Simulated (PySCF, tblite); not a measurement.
# C₈H₁₁Al: geometry, infrared bands and NMR shifts

Wanted: the infrared bands and NMR shifts of C₈H₁₁Al (`CC#[C][AlH][C]#CCCC`), by calculation.

Computed with tblite 0.8.0 and PySCF 2.14.0, with density-fitted response routines of our own, on a single molecule in the gas phase. Atoms count from 0, in the outputs and in this text.

**1. The starting structure**

20 atoms, charge 0, multiplicity 1; geometry from: force field or distance geometry start.

Bonds of the start (Å): C0–C1 1.48, C1–C2 1.21, C2–Al3 1.95, Al3–C4 1.95, C4–C5 1.21, C5–C6 1.48, C6–C7 1.50, C7–C8 1.51, C0–H9 1.13, C0–H10 1.11, C0–H11 1.09, Al3–H12 1.59, C6–H13 1.12, C6–H14 1.09, C7–H15 1.09, C7–H16 1.11, C8–H17 1.09, C8–H18 1.11, C8–H19 1.10.

**2. Optimising the geometry with GFN2-xTB**

What the job is given:

```
{"job": {"kind": "relax", "xc": "GFN2-xTB", "basis": "xTB"}, "charge": 0, "multiplicity": 1}
C      5.951200     0.342500    -0.215100
C      4.599600    -0.122900    -0.584800
C      3.497400    -0.528500    -0.883400
Al     1.724100    -1.170900    -1.383000
C      0.117600    -0.515100    -0.487300
C     -0.889300    -0.100700     0.029600
C     -2.115200     0.419200     0.672500
C     -3.298800    -0.064400    -0.121100
C     -4.599300     0.418300     0.477700
H      6.319300    -0.195400     0.705900
H      5.916300     1.416600     0.042600
H      6.647500     0.186800    -1.038300
H      1.618500    -2.124400    -2.653800
H     -2.178400    -0.054500     1.682600
H     -2.032200     1.507700     0.749600
H     -3.231300     0.273400    -1.159300
H     -3.292900    -1.175500    -0.122700
H     -4.451400     1.291500     1.112100
H     -4.992900    -0.403600     1.104000
H     -5.315000     0.610500    -0.340600
```

Started as:

```
> OMP_NUM_THREADS=1 python probes_run.py task.json out
```

The driver reads the jobs from task.json and runs them one after another.

**Question.** This job is followed by: GFN2-xTB harmonic vibrations, gas phase; GIAO PBE0/pcSseg-1 NMR shielding, non-relativistic, gas phase. What will the session give for the following? strongest single infrared mode (GFN2-xTB); zero-point energy (GFN2-xTB); ¹³C shifts against TMS (PBE0/pcSseg-1); ¹H shifts against TMS (PBE0/pcSseg-1, means over atoms taken as alike); ²⁷Al shifts against AlH4- (PBE0/pcSseg-1).

The runs gave:

| quantity | value |
| --- | --- |
| strongest single infrared mode (GFN2-xTB) | 670 cm⁻¹, 675 km/mol |
| zero-point energy (GFN2-xTB) | 97.0 kcal/mol |
| ¹³C shifts against TMS (PBE0/pcSseg-1) | 122.1, 117.2, 95.2, 95.2, 29.0, 25.9, 17.1, 6.6 ppm |
| ¹H shifts against TMS (PBE0/pcSseg-1, means over atoms taken as alike) | 4.46, 2.25, 2.11, 1.69, 1.00 ppm |
| ²⁷Al shifts against AlH4- (PBE0/pcSseg-1) | 109.9 ppm |

**Reading.** The optimisation took 59 steps and gained 0.292 eV; among the close pairs (by a distance rule), Al3–H12 changed most, from 1.592 to 1.545 Å. The lowest mode is slightly imaginary (14i cm⁻¹), a soft motion within the noise of the Hessian, so the minimum is not strictly shown. The strongest single mode, at 670 cm⁻¹, moves mainly H12. Unscaled tight-binding wavenumbers are off by several per cent, some by more. Its intensities can rank the bands wrongly.
